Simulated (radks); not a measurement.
# Ge inside a hard spherical wall

The task here is to estimate one member of a computed series from the others.

The numbers are computed with radks (a radial shooting solver on a logarithmic mesh, Libxc functionals) version 1 (scalar-relativistic Kohn-Sham, LDA (Slater exchange, VWN5 correlation), spin-polarised, spherical densities, finite nucleus; open shells are filled with parallel spins first), except any that are marked as measured or tabulated.

## Starting point

| Item | Value |
| --- | --- |
| element | germanium (Z = 32) |
| charge | 0 |
| electrons | 32 |
| configuration | [Ar] 3d10 4s2 4p2 |
| nuclear rms radius | 4.0742 fm |

Outer shells as boxes (Hund's rule):

Ge
```
[Ar] core
3d [↑↓][↑↓][↑↓][↑↓][↑↓]
4s [↑↓]
4p [↑ ][↑ ][  ]
```

The first run:

Input:

```text
Z 32
configuration [Ar] 3d10 4s2 4p2 5s0 4d0 5p0
relativity scalar-relativistic
functional lda,vwn5
spin polarised
nucleus finite rms 4.0742 fm
c 137.035999084
```

Steps of the session up to this table: The free atom; Wall at 15 bohr; Wall at 12 bohr; Wall at 8 bohr; Wall at 6 bohr; Wall at 3.5 bohr; Wall at 3 bohr; Wall at 2.5 bohr; Wall at 2 bohr.

One of the session's tables, all rows but one given; the rest of the session is left out.

| R (bohr) | E − E(free) (eV) | ε(4p) (eV) | ε(5s, empty) (eV) | ε(5p, empty) (eV) | ε(4d, empty) (eV) |
| --- | --- | --- | --- | --- | --- |
| free | 0.000 | -4.477 | -0.489 | - | - |
| 15 | 0.000 | -4.476 | -0.419 | 0.681 | 1.074 |
| 12 | ? | ? | ? | ? | ? |
| 8 | 0.076 | -4.314 | 1.390 | 4.293 | 2.952 |
| 6 | 0.758 | -3.484 | 5.890 | 10.797 | 5.759 |
| 3.5 | 18.645 | 6.582 | 44.100 | 55.455 | 24.373 |
| 3 | 39.356 | 15.024 | 72.387 | 86.220 | 37.146 |
| 2.5 | 89.998 | 32.532 | 126.71 | 143.54 | 60.930 |
| 2 | 234.56 | 74.668 | 244.66 | 264.05 | 111.12 |

**Question.** Estimate the row for R (bohr) = 12.

Worked estimate for «E − E(free) (eV)». A straight line through the neighbours (15, 0.000) and (8, 0.076) gives 0.000 + (0.076 − 0.000) × (12 − 15) / (8 − 15) = 0.033; a parabola fitted to 3 rows on both sides gives -0.408.

The run gave: E − E(free) (eV): 0.001; ε(4p) (eV): -4.473; ε(5s, empty) (eV): -0.235; ε(5p, empty) (eV): 1.229; ε(4d, empty) (eV): 1.442. In «E − E(free) (eV)» the line misses by +0.032 and the parabola by -0.409. Between these rows the values bend or scatter more than so simple an estimate can follow.

What this shows: Eigenvalues are for spin up. Shells are not refilled when levels cross, and a hard wall is a model, not a crystal.
